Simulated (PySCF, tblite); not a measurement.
**C₅H₁₃OSi radical: geometry, infrared bands and EPR parameters**

Wanted: the infrared bands and EPR parameters of C₅H₁₃OSi radical (`CC(C)O[Si](C)C`), by calculation.

Computed with tblite 0.8.0 and PySCF 2.14.0, with density-fitted response routines of our own, on a single molecule in the gas phase. Atoms count from 0, in the outputs and in this text.

## (1) The starting structure

20 atoms, charge 0, multiplicity 2; geometry from: force field or distance geometry start.

Bonds of the start (Å): C0–C1 1.53, C1–C2 1.50, C1–O3 1.37, O3–Si4 1.68, Si4–C5 1.84, Si4–C6 1.88, C0–H7 1.13, C0–H8 1.11, C0–H9 1.12, C1–H10 1.11, C2–H11 1.14, C2–H12 1.11, C2–H13 1.11, C5–H14 1.08, C5–H15 1.10, C5–H16 1.12, C6–H17 1.12, C6–H18 1.09, C6–H19 1.12.

## (2) Relaxing the molecule with GFN2-xTB

The job: settings as JSON, then the geometry in Å.

```
{"job": {"kind": "relax", "xc": "GFN2-xTB", "basis": "xTB"}, "charge": 0, "multiplicity": 2}
C     -1.769100    -0.266400     1.232600
C     -1.186300     0.032100    -0.151500
C     -2.319300     0.510800    -1.001600
O     -0.146800     0.921400    -0.063700
Si     1.354300     0.413300    -0.621300
C      1.673800    -1.402900    -0.615400
C      2.677100     1.214600     0.453000
H     -1.264300     0.370400     2.023900
H     -1.616600    -1.334400     1.499100
H     -2.871400    -0.052800     1.213200
H     -0.828900    -0.916600    -0.601800
H     -3.171000    -0.225400    -0.850700
H     -1.988300     0.456000    -2.055300
H     -2.654500     1.545200    -0.764400
H      0.843500    -2.037900    -0.891700
H      2.509900    -1.600400    -1.310000
H      1.977300    -1.659800     0.434900
H      2.276000     2.101100     1.003000
H      3.535500     1.505200    -0.144800
H      2.963900     0.437000     1.209300
```

Command:

```bash
$ OMP_NUM_THREADS=1 python probes_run.py task.json out
```

This one command runs all jobs of the session in turn.

**Question.** This job is followed by: GFN2-xTB harmonic vibrations, gas phase; UKS B3LYP, pcH-1 on C H O Si, non-relativistic, mean-field spin-orbit, GIAO. What will the session give for the following? strongest single infrared mode (GFN2-xTB); zero-point energy (GFN2-xTB); g(iso) (B3LYP); ⟨S²⟩; largest a(iso) (averaged by class); potential on the surface of density 0.002 e/bohr³, 1st and 99th percentile.

As calculated:

| quantity | value |
| --- | --- |
| strongest single infrared mode (GFN2-xTB) | 1177 cm⁻¹, 208 km/mol |
| zero-point energy (GFN2-xTB) | 106.9 kcal/mol |
| g(iso) (B3LYP) | 2.00272 |
| ⟨S²⟩ | 0.751 (exact 0.75) |
| largest a(iso) (averaged by class) | 29Si on Si4, -543.3 MHz |
| potential on the surface of density 0.002 e/bohr³, 1st and 99th percentile | -1.19 V and 0.68 V |

Relaxing lowered the energy by 0.762 eV in 154 steps; the close pair that moved most is Si4–C5, from 1.844 to 1.914 Å. All 54 modes are real, so the xTB geometry is a minimum. The strongest single mode, at 1177 cm⁻¹, is spread over many atoms; the largest shares are those of C1, O3. Unscaled tight-binding wavenumbers are off by several per cent, some by more. Its intensities can rank the bands wrongly. Si4 carries the largest spin population, 0.83 e. The isotropic g lies 0.4 ppt above the free-electron value. These values are for one conformer; the search (at its own cheap level) found 2 more, at 0.85, 0.85 kcal/mol, and measured spectra average over such forms.
